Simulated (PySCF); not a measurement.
# C5H3F2N (2,5-Difluoropyridine): the cost of one run

Programs: PySCF 2.14.0, with density-fitted response routines of our own. Each step states its level of theory. These are calculated values for one molecule, in the gas phase or a continuum, unless marked as measured. Atoms count from 0, in the outputs and in this text.

### 1 Starting geometry

11 atoms, charge 0, multiplicity 1; geometry from: GFN2-xTB. The atoms were then displaced at random by about 0.01 Å, so the start is not that level's minimum.

Bonds of the start (Å): F0–C1 1.31, C1–C2 1.38, C2–C3 1.43, C3–C4 1.39, C4–F5 1.33, C4–N6 1.30, N6–C7 1.32, C7–C1 1.38, C2–H8 1.08, C3–H9 1.05, C7–H10 1.10.

### 2 Optimising the geometry at PBE0-D3(BJ)/def2-TZVP

What the job is given:

```
{"job": {"xc": "PBE0", "basis": "def2-TZVP", "d3": "d3bj", "grid": 2, "shake": 0.01, "kind": "geom"}, "charge": 0, "multiplicity": 1}
F     -2.550150     0.355190     0.039540
C     -1.262140     0.102500     0.012920
C     -0.356230     1.144050     0.010190
C      1.040170     0.820880    -0.006560
C      1.324920    -0.540280    -0.038230
F      2.610080    -0.889020    -0.052310
N      0.468160    -1.518500    -0.030330
C     -0.810620    -1.204560    -0.014530
H     -0.672880     2.176870     0.057960
H      1.779290     1.564650     0.008610
H     -1.532500    -2.037600    -0.002950
```

On the command line:

```sh
$ OMP_NUM_THREADS=1 python probes_run.py task.json out
```

This one command runs all jobs of the session in turn.

Q: Estimate the wall time and peak memory of this first job on 1 thread of Arm Neoverse V1, shared host.

About 4.1 min, with a peak of 1.2 GiB.
